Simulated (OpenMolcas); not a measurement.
# Cu³⁺ among point charges: CASSCF and CASPT2 levels and susceptibility

How does a field of 6 point charges split the states of Cu³⁺, and what χT follows?

Program: OpenMolcas 26.06. Level of theory: state-averaged CASSCF and CASPT2, spin-orbit coupling by RASSI with atomic mean-field integrals. These are calculated values, not measurements, unless marked.

### Step 1. The system

```
Species                           : Cu³⁺ (copper, Z = 29, 26 electrons)
Basis                             : ANO-RCC-VDZP [5s4p2d1f], 34 functions
Scalar Hamiltonian                : DKH2, point nucleus
Inactive shells                   : 1s 2s 2p 3s 3p
Active space                      : 8 electrons in 5 orbitals (3d)
Some configurations of this space : 3d8
Orbitals                          : optimised for each spin and parity, averaged over all roots
```

The outer shells:

3d8
```
3d [↑↓][↑↓][↑↓][↑ ][↑ ]
```

The ion sits among 6 point charges of -2 e arranged as a tetragonal octahedron (D4h), 1.95 Å from the ion, with the axial distance 1.911 Å.

The work runs as a chain of OpenMolcas steps in one folder; each step below is one input file. Labels, J, g values, rates, χT and fits are worked out afterwards by a script from the matrices that RASSI stores. The input lists half of the charges; inversion (Group=XYZ) makes the rest.

### Step 2. Basis and integrals

Input file a.inp:

```
&GATEWAY
Coord
1

Cu 0.0 0.0 0.0
Basis=ANO-RCC-VDZP
Group=XYZ
NoMove
AngMom=0.0 0.0 0.0
AMFI
XField
3 Angstrom 0
1.950000 0.000000 0.000000 -2.000000
0.000000 1.950000 0.000000 -2.000000
0.000000 0.000000 1.911000 -2.000000
&SEWARD
```

Run with:

```console
OMP_NUM_THREADS=1 MOLCAS_MEM=1689 MOLCAS_PROJECT=a pymolcas a.inp > a.log
```

### Step 3. CASSCF: triplets of even parity, 10 roots

Input file a.inp:

```
&RASSCF
FileOrb=start.orb
Symmetry=1
Spin=3
nActEl=8 0 0
Inactive=3 6
Ras2=5 0
CIRoot=10 10 1
SDav=10
CIMx=300
Iter=120 100
PrWF=0.3
OrbListing=Nothing
MaxOrb=0
>>> COPY $Project.JobIph JOB001
```

start.orb holds the contracted functions of the basis, ordered by shell, or the orbitals of the step before.

### Step 4. CASSCF: singlets of even parity, 15 roots

Input file a.inp:

```
&RASSCF
FileOrb=start.orb
Symmetry=1
Spin=1
nActEl=8 0 0
Inactive=3 6
Ras2=5 0
CIRoot=15 15 1
SDav=15
CIMx=300
Iter=120 100
PrWF=0.3
OrbListing=Nothing
MaxOrb=0
>>> COPY $Project.JobIph JOB002
```

### Step 5. State interaction with spin-orbit coupling

Input file a.inp:

```
&RASSI
NrOfJobIphs=2 10 15
1 2 3 4 5 6 7 8 9 10
1 2 3 4 5 6 7 8 9 10 11 12 13 14 15
IphNames
JOB001
JOB002
EJob
SpinOrbit
DIPRint=1.0
SOCoupling=1000.0
Subsets=2
Property=9
'ANGMOM' 1 'ANGMOM' 2 'ANGMOM' 3 'MLTPL  1' 1 'MLTPL  1' 2 'MLTPL  1' 3
'AMFI' 1 'AMFI' 2 'AMFI' 3
SOProperty=3
'ANGMOM' 1 'ANGMOM' 2 'ANGMOM' 3
```

### Step 6. CASPT2: IPEA 0.25, imaginary shift 0.1 (closed shells correlated: 3s 3p)

Input file a.inp:

```
>>> COPY JOB001 $Project.JobIph
&CASPT2
Multistate=10 1 2 3 4 5 6 7 8 9 10
NoMult
Frozen=2 3
IPEA=0.25
Imaginary=0.1
MaxIter=60
WThr=0.0 0.3 0.05
PrWF=0.5
NoMix
>>> COPY JOB002 $Project.JobIph
&CASPT2
Multistate=15 1 2 3 4 5 6 7 8 9 10 11 12 13 14 15
NoMult
Frozen=2 3
IPEA=0.25
Imaginary=0.1
MaxIter=60
WThr=0.0 0.3 0.05
PrWF=0.5
NoMix
```

(Steps that only read results are left out.)

What does the calculation give? Wanted: spin-free ground state; first state of the same spin within the active space; lowest level; next level.

As calculated:

| quantity | value |
| --- | --- |
| method | SS-CASPT2, IPEA 0.25, imaginary shift 0.1 (closed shells correlated: 3s 3p) |
| spin-free ground state | 3B1, 1-fold in its orbital part |
| first state of the same spin within the active space | 3B2 at 3670 cm⁻¹ |
| lowest level | 1-fold B2 |
| next level | 4.0 cm⁻¹ |
| χT at 300 K | 2.07 cm³ K/mol |
| effective moment at 300 K | 4.07 μB |

Cost by method:

```tsv
method	time of its own steps	time with the reference
A. CASSCF	8.4 s	8.4 s
B. SS-CASPT2, IPEA 0.25, imaginary shift 0.1, +3s 3p	2.7 s	11 s
```

Times are of one thread on a shared host.

What this shows: The spin-free ground state (3B1) comes to 100 % from free-ion F terms and keeps the highest spin of the shell. χT at 300 K is 2.07, against 1.00 cm³ K/mol for the spin alone, so orbital moment adds to it. The field of point charges can differ much from that of real complexes. Point charges carry no covalency, so the field is a model and not that of real ligands.
